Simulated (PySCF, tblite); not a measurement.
# C5H12GaGeN: geometry, infrared bands and NMR shifts

What infrared bands and NMR shifts should C5H12GaGeN (`C=[C](C)[GaH2-][N+]#C[CH2][GeH3]`) show?

The runs use tblite 0.8.0 and PySCF 2.14.0, with density-fitted response routines of our own; the level of theory stands in each step. All values are computed, except where a source is named. Atoms count from 0, in the outputs and in this text.

## Step 1: The molecule as given

20 atoms, charge 0, multiplicity 1; geometry from: force field or distance geometry start.

Bonds of the start (Å): C0–C1 1.32, C1–C2 1.49, C1–Ga3 1.99, Ga3–N4 1.89, N4–C5 1.16, C5–C6 1.48, C6–Ge7 1.97, C0–H8 1.08, C0–H9 1.07, C2–H10 1.12, C2–H11 1.09, C2–H12 1.13, Ga3–H13 1.61, Ga3–H14 1.63, C6–H15 1.09, C6–H16 1.10, Ge7–H17 1.56, Ge7–H18 1.53, Ge7–H19 1.57.

## Step 2: Relaxing the molecule with GFN2-xTB

The job: settings as JSON, then the geometry in Å.

```
{"job": {"kind": "relax", "xc": "GFN2-xTB", "basis": "xTB"}, "charge": 0, "multiplicity": 1}
C     -2.465000     1.762300    -1.129200
C     -2.355500     0.577700    -0.562300
C     -2.934000    -0.676900    -1.109200
Ga    -1.330700     0.428400     1.131800
N      0.333500    -0.342000     0.693400
C      1.347800    -0.806800     0.384800
C      2.658700    -1.373600     0.002000
Ge     4.011100     0.046200     0.199900
H     -1.992500     2.594100    -0.623700
H     -3.002700     1.958900    -2.031400
H     -3.948900    -0.475600    -1.535900
H     -2.286000    -1.079400    -1.893800
H     -3.117400    -1.435200    -0.286700
H     -2.091700    -0.480700     2.223300
H     -1.147600     1.929800     1.750800
H      2.584300    -1.696500    -1.033300
H      2.846200    -2.188600     0.719900
H      3.264500     1.216900     0.904700
H      5.209400    -0.389600     1.044400
H      4.411300     0.441300    -1.262100
```

Launch:

```console
> OMP_NUM_THREADS=1 python probes_run.py task.json out
```

One launch serves the whole session: the jobs run in the order shown.

**Question.** This job is followed by: GFN2-xTB harmonic vibrations, gas phase; GIAO PBE0/pcSseg-1 NMR shielding, non-relativistic, gas phase. Predict these results of the whole session: strongest single infrared mode (GFN2-xTB); zero-point energy (GFN2-xTB); 13C shifts against TMS (PBE0/pcSseg-1); 1H shifts against TMS (PBE0/pcSseg-1, means over atoms taken as alike); 15N shifts against NH3 (PBE0/pcSseg-1); 73Ge shifts against GeMe4 (PBE0/pcSseg-1); shieldings of Ga (PBE0/pcSseg-1).

The runs gave:

```
                                                              quantity                                   value
                             strongest single infrared mode (GFN2-xTB)                   1738 cm⁻¹, 538 km/mol
                                          zero-point energy (GFN2-xTB)                           85.9 kcal/mol
                                13C shifts against TMS (PBE0/pcSseg-1)     166.0, 132.6, 131.5, 31.4, -4.9 ppm
1H shifts against TMS (PBE0/pcSseg-1, means over atoms taken as alike)  6.08, 5.64, 4.24, 4.05, 2.17, 1.98 ppm
                                15N shifts against NH3 (PBE0/pcSseg-1)                               245.7 ppm
                             73Ge shifts against GeMe4 (PBE0/pcSseg-1)                                -215 ppm
                                      shieldings of Ga (PBE0/pcSseg-1)                          Ga3 1516.0 ppm
```

In words: Relaxing lowered the energy by 0.704 eV in 175 steps; the close pair that moved most is Ga3–N4, from 1.886 to 2.014 Å. The lowest mode is slightly imaginary (10i cm⁻¹), a soft motion within the noise of the Hessian, so the minimum is not strictly shown. The strongest single mode, at 1738 cm⁻¹, moves mainly H13. GFN2-xTB is a fitted tight-binding method: band positions and strengths are rough. Its intensities can rank the bands wrongly. At PBE0/pcSseg-1: The widest tensor belongs to N4: span 453 ppm, with a paramagnetic part of -319 ppm. Spin-orbit coupling is left out, which matters for shieldings and couplings at and beside the heavy atoms.
